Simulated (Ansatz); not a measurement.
# C₃H₄Se: basis-set convergence

An exercise on one series of results from a longer session: the logs are not shown, and one member is left open.

The runs use Ansatz 0.2.0, Gaussian basis; one geometry, several basis sets.

The runs, in order: PBE0-D4/def2-SVP; ωB97M-V/def2-SVP; PBE0-D4/def2-QZVPP; ωB97M-V/def2-QZVPP; the functionals' def2-TZVPP values are taken from earlier runs.

### Structure used throughout

The geometry comes from an earlier relaxation with PBE0-D4 in a triple-zeta def2 set; it is a stationary point, not always the lowest conformer.

SMILES `C1=C[Se]C1`, 8 atoms, charge 0, spin multiplicity 1.

Atoms are counted from 1 here; the program's logs count them from 0.

Bond lengths: C1–C2 1.333 Å, C1–C4 1.495 Å, C1–H5 1.085 Å, C2–Se3 1.908 Å, C2–H6 1.081 Å, Se3–C4 1.988 Å, C4–H7 1.090 Å, C4–H8 1.090 Å. Angles: C2–C1–C4 103.3°, C2–C1–H5 129.5°, C4–C1–H5 127.2°, C1–C2–Se3 98.0°, C1–C2–H6 133.3°, Se3–C2–H6 128.7°, C2–Se3–C4 69.4°, C1–C4–Se3 89.3°, C1–C4–H7 116.0°, C1–C4–H8 116.0°, Se3–C4–H7 111.6°, Se3–C4–H8 111.6°, H7–C4–H8 110.7°.

Set-up of the first run:

The input, in.yaml:

```yaml
crystal:
  periodic: [false, false, false]
  atoms:
    - {symbol: C, position_ang: [-0.416401, 0.584761, -0.033486]}
    - {symbol: C, position_ang: [0.767901, 0.820792, 0.529979]}
    - {symbol: Se, position_ang: [1.489376, -0.938683, 0.374740]}
    - {symbol: C, position_ang: [-0.347201, -0.867058, -0.383985]}
    - {symbol: H, position_ang: [-1.244829, 1.262943, -0.206454]}
    - {symbol: H, position_ang: [1.224157, 1.704289, 0.954766]}
    - {symbol: H, position_ang: [-1.030377, -1.522186, 0.157460]}
    - {symbol: H, position_ang: [-0.350427, -1.101958, -1.448819]}
basis:
  gaussian: {orbitals: def2-SVP}
hamiltonian: {xc: pbe0, dispersion: d4}
output: {orbitals: {seedname: orbitals}}
```

On the command line:

```bash
ansatz run in.yaml --threads 2 --pin off --events-out ev --progress --plain --max-ram 4352MiB
```

Steps of the session up to this table: PBE0-D4 in def2-SVP; ωB97M-V in def2-SVP; PBE0-D4 in def2-QZVPP; ωB97M-V in def2-QZVPP.

One of the session's tables, all rows but one given; the rest of the session is left out.

It belongs to the step «Functionals by basis». 

```
functional       basis  HOMO (eV)
   PBE0-D4    def2-SVP      -5.95
   PBE0-D4  def2-TZVPP      -6.04
   PBE0-D4  def2-QZVPP      -6.06
   ωB97M-V    def2-SVP          ?
   ωB97M-V  def2-TZVPP      -8.16
   ωB97M-V  def2-QZVPP      -8.18
```

**Question.** Estimate the row for ωB97M-V, def2-SVP.

The run gave: HOMO (eV): -8.07. In the column «HOMO (eV)» it lies between ωB97M-V, def2-TZVPP (-8.16) and PBE0-D4, def2-QZVPP (-6.06).
